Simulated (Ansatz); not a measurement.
Geometry optimisation, DFT PBEsol, scalar-relativistic, plane waves, PAW (Ansatz 0.2.0).

Input:

```yaml
accuracy: low
crystal:
  lattice:
    - [0.0, 3.895, 3.895]
    - [3.895, 0.0, 3.895]
    - [3.895, 3.895, 0.0]
  atoms:
    - { symbol: Mg, position: [0.0, 0.0, 0.0] }
    - { symbol: O, position: [0.25, 0.25, 0.25] }
    - { symbol: Mg, position: [0.0, 0.0, 0.5] }
    - { symbol: O, position: [0.25, 0.25, 0.75] }
    - { symbol: Mg, position: [0.0, 0.5, 0.0] }
    - { symbol: O, position: [0.25, 0.75, 0.25] }
    - { symbol: Mg, position: [0.0, 0.5, 0.5] }
    - { symbol: O, position: [0.25, 0.75, 0.75] }
    - { symbol: Mg, position: [0.5, 0.0, 0.0] }
    - { symbol: O, position: [0.75, 0.25, 0.25] }
    - { symbol: Mg, position: [0.5, 0.0, 0.5] }
    - { symbol: O, position: [0.75, 0.25, 0.75] }
    - { symbol: Mg, position: [0.5, 0.5, 0.0] }
    - { symbol: O, position: [0.75, 0.75, 0.25] }
    - { symbol: Mg, position: [0.5, 0.5, 0.5] }
    - { symbol: O, position: [0.75, 0.75, 0.75] }
    - { symbol: O, position: [0.3794275, 0.8633646, 0.8756973], spin: 1.0 }
magnetization:
  spin_polarized: true
basis:
  ecutwfc: 420.0
kpoints:
  mp_grid: { grid: [2, 2, 2] }
hamiltonian:
  xc: pbesol
  pseudopotentials: { kind: paw, azcp: { folder: soft_1 } }
scf:
  occupations: { method: fermi_dirac, width: 0.05 }
  lower_state_search: "off"
relax:
  f_tol: 0.08
  max_steps: 25
  adjacent_minimum: "off"
```

Run as:

```bash
$ ansatz run input.yaml --threads 1 --pin off --max-ram 3072MiB --backend cpu --events-out ev --progress --plain --runs-dir out
```

Where does it end, and by what steps?

The run converged. Limits of this set-up: coarse k mesh, PAW files made for another functional, a small cell, in which the defect meets its images, low accuracy level. After 13 steps the energy has fallen by 8.367 eV; O17 moved furthest, 1.10 Å. Parted: Mg11–O17 (1.69 → 2.82 Å). Joined: Mg15–O17 (3.19 → 1.97 Å).

```tsv
step	energy less start (eV)	largest force component (eV/Å)	accepted
0	0.0000	6.063	yes
1	-3.2807	3.163	yes
2	-4.4858	2.120	yes
3	-4.7468	1.551	yes
4	-5.1254	1.836	yes
5	-4.9708	3.786	no
6	-5.3828	1.719	yes
7	-5.6868	2.470	yes
8	-6.2512	2.571	yes
9	-6.8551	1.941	yes
10	-7.3702	1.436	yes
11	-8.0268	1.100	yes
12	-8.3591	0.185	yes
13	-8.3675	0.039	yes
```

```xyz
17
Lattice="0.0000 3.8950 3.8950 3.8950 0.0000 3.8950 3.8950 3.8950 0.0000" Properties=species:S:1:pos:R:3
Mg -0.060 0.036 0.055
O 1.888 1.892 2.003
Mg 2.054 1.891 0.085
O 3.835 3.839 2.003
Mg 1.888 -0.094 2.003
O 4.309 1.891 3.478
Mg 3.806 1.892 1.838
O 5.782 3.838 3.950
Mg -0.029 1.892 2.170
O 1.887 3.839 3.950
Mg 1.888 3.877 2.002
O 3.835 5.787 3.951
Mg 1.722 1.891 3.920
O 3.835 3.839 5.898
Mg 3.835 3.746 3.950
O 5.782 5.786 5.898
O 7.256 5.786 4.426
```

Run time: 2.4 min on 1 thread of Arm Neoverse V2 (shared host), peak memory 0.45 GiB.
